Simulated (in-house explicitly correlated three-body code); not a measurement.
# Two electrons around a charge of +4 under Yukawa screening of 0.02 per bohr: exact states

The task here is to estimate one member of a computed series from the others.

Program: in-house explicitly correlated three-body code version 1. Level of theory: two electrons, non-relativistic, variational in exponentially correlated functions. These are calculated values, not measurements, unless marked.

**The atom as given**

- charge of the centre: +4
- mass of the centre: infinite
- interactions: Yukawa, exp(−0.02 r)/r, between all pairs
- basis: 260 functions exp(−a r1 − b r2 − g r12) a state, exponent ranges optimised
- units: hartree and bohr; relativity and QED are left out

The first run:

Settings:

```ini
Z = 4.0
screening = 0.02
interaction_strength = 1.0
functions = 260
states_tried = 13
```

On the command line:

```bash
python run_hyl.py task.json out
```

Steps of the session up to this table: Input and results.

One table of the session follows, with a row left open; its other results are not shown here.

It belongs to the step «The bound states». 

```
state  binding (eV)  excitation (eV)  ⟨r12⟩ (bohr)
 1 ¹S       152.270                0        0.6188
 2 ³S       33.6929          118.577         1.811
 2 ¹S             ?                ?             ?
 2 ³P       30.3651          121.905         1.658
 2 ¹P       28.6200          123.650         1.729
 3 ³S       13.3164          138.953         4.156
 3 ¹S       12.5128          139.757         4.380
 3 ³P       12.4343          139.835         4.076
 3 ¹P       11.9298          140.340         4.230
 4 ³S       6.65918          145.610         7.551
 4 ¹S       6.33817          145.931         7.858
 4 ³P       6.30292          145.967         7.559
 4 ¹P       6.09458          146.175         7.774
```

Estimate the missing values for 2 ¹S.

As computed: binding (eV): 30.6398; excitation (eV): 121.630; ⟨r12⟩ (bohr): 1.949. In the column «binding (eV)» it lies between 2 ³P (30.3651) and 2 ³S (33.6929).
